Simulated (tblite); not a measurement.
# C6H10FN: the cost of one run

Programs: tblite 0.8.0 and PySCF 2.14.0, with density-fitted response routines of our own. Each step states its level of theory. These are calculated values for one molecule in the gas phase, unless marked as measured. Atoms count from 0, in the outputs and in this text.

**1. The starting structure**

18 atoms, charge 0, multiplicity 1; geometry from: force field or distance geometry start.

Bonds of the start (Å): C0–C1 1.36, C1–C2 1.49, C2–C3 1.49, C3–N4 1.26, C1–C5 1.49, C5–C6 1.50, C5–F7 1.38, C0–H8 1.09, C0–H9 1.08, C2–H10 1.10, C2–H11 1.12, C3–H12 1.12, N4–H13 1.05, C5–H14 1.11, C6–H15 1.14, C6–H16 1.10, C6–H17 1.10.

**2. Geometry optimisation with GFN2-xTB**

What the job is given:

```
{"job": {"kind": "relax", "xc": "GFN2-xTB", "basis": "xTB"}, "charge": 0, "multiplicity": 1}
C     -0.279400    -2.164000    -0.115900
C     -0.168400    -0.892100    -0.570700
C      1.156900    -0.489300    -1.125400
C      1.729200     0.656100    -0.367000
N      1.700600     1.859900    -0.739200
C     -1.343700     0.010500    -0.462700
C     -1.119100     1.240100     0.365000
F     -2.346200    -0.726000     0.137500
H     -1.217100    -2.524000     0.312100
H      0.549100    -2.852000    -0.170100
H      1.118400    -0.256300    -2.196600
H      1.848500    -1.350300    -0.935800
H      2.204800     0.410100     0.611500
H      1.253400     2.102100    -1.658400
H     -1.709700     0.314800    -1.470000
H     -2.053700     1.361000     1.001800
H     -1.040000     2.144400    -0.250500
H     -0.292400     1.161300     1.093400
```

Launch:

```console
$ OMP_NUM_THREADS=1 python probes_run.py task.json out
```

One launch serves the whole session: the jobs run in the order shown.

**Question.** How long does this first job take on 1 thread of Intel Xeon at 2.50GHz, shared host?

About 1.4 s.
